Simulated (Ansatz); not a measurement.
**InO₂ (quartet): wave-function methods side by side, def2-SVP**

One table from this session's results is given with a row withheld; the runs are named, their logs left out.

Computed with Ansatz 0.2.0, Gaussian basis. Level: def2-SVP, core rule «outside noble gas», up to 11 orbitals frozen.

The runs, in order: UHF; CCSD(T) on ROHF; CCSD(T) on UHF; BCCD(T) on ROHF; CISD; CCSDT(Q) on ROHF; CCSDT(Q) on UHF.

28 further runs of the same task are left out: 12 for a known fault of the program, 5 that didn't finish, 11 set aside as unsound or not needed.

## What is computed

The geometry is a PBE0/def2-TZVP stationary point (not a proven minimum) of the parent state, kept for this charge and spin. No spin-orbit coupling is included. Elements past krypton take def2 core potentials.

3 atoms, charge 0, spin multiplicity 4.

Atoms are counted from 1 here; the program's logs count them from 0.

Bond lengths: In1–O2 1.862 Å, In1–O3 1.862 Å. Angles: O2–In1–O3 180.0°.

The first run:

in.yaml

```yaml
crystal:
  periodic: [false, false, false]
  atoms:
    - {symbol: In, position_ang: [0.000000, 0.000000, 0.000000]}
    - {symbol: O, position_ang: [0.000000, 0.000000, -1.862345]}
    - {symbol: O, position_ang: [0.000000, 0.000000, 1.862345]}
basis:
  gaussian: {orbitals: def2-SVP}
magnetization: {spin_polarized: true, initial_magnetization: 3}
hamiltonian: {xc: hf}
output: {orbitals: {seedname: orbitals}}
```

On the command line:

```bash
> ansatz run in.yaml --threads 1 --pin off --events-out ev --progress --plain --max-ram 2393MiB
```

Steps of the session up to this table: UHF; CCSD(T) on ROHF; CCSD(T) on UHF; BCCD(T) on ROHF; CISD; CCSDT(Q) on ROHF; CCSDT(Q) on UHF.

One table of the session follows, with a row left open; its other results are not shown here.

```
   method  from UCCSDT(Q) (meV)
     ROHF              +10117.2
      UHF                     ?
     RMP2               +1005.4
     UMP2               +1062.5
    RCCSD                +352.5
    UCCSD                +337.4
 RCCSD(T)                +109.5
 UCCSD(T)                +108.6
  BCCD(T)                +111.5
   RCCSDT                 +54.0
   UCCSDT                 +49.4
RCCSDT(Q)                 +10.9
UCCSDT(Q)                     0
```

**Question.** Estimate the row for UHF.

The run gave: from UCCSDT(Q) (meV): +9774.9. In the column «from UCCSDT(Q) (meV)» it lies between UMP2 (+1062.5) and ROHF (+10117.2).

Not comparable, so not listed: CISD (they don't share determinant, frozen orbitals or solution with the rows shown, or repeat one).

To keep in mind: Restricted and unrestricted rows rest on different reference determinants; where their highest levels disagree by more than a few hundredths of an eV, they describe different states and don't form one ladder.
